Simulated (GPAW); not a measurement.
Al3Ag:

```
CELL_PARAMETERS angstrom
4.08151 0.00000 0.00000
0.00000 4.08151 0.00000
0.00000 0.00000 4.08151
ATOMIC_POSITIONS crystal
Ag 0.00000 0.00000 0.00000
Al 0.50000 0.50000 0.00000
Al 0.50000 0.00000 0.50000
Al 0.00000 0.50000 0.50000
```

The cell comes from a database or a generator and needn't be the stable form of this composition.

Base run:

* Program: GPAW 26.7.0
* Functional: PBEsol
* Potentials or basis: PAW data sets generated in the run's folder for this functional
* Cutoff: 600 eV
* Basis: pw
* k mesh: 7 × 7 × 7
* Occupations: fermi-dirac, width 0.05 eV
* Spin: no spin polarisation

Its results: pressure -3.0 GPa.

Task: The run is repeated on the same cell with these changes: functional from PBEsol to LDA; potentials or basis from PAW data sets generated in the run's folder for this functional to the program's PAW data sets (release 1.2.1) made for this functional. What comes out?

Result: Pressure -5.3 GPa.
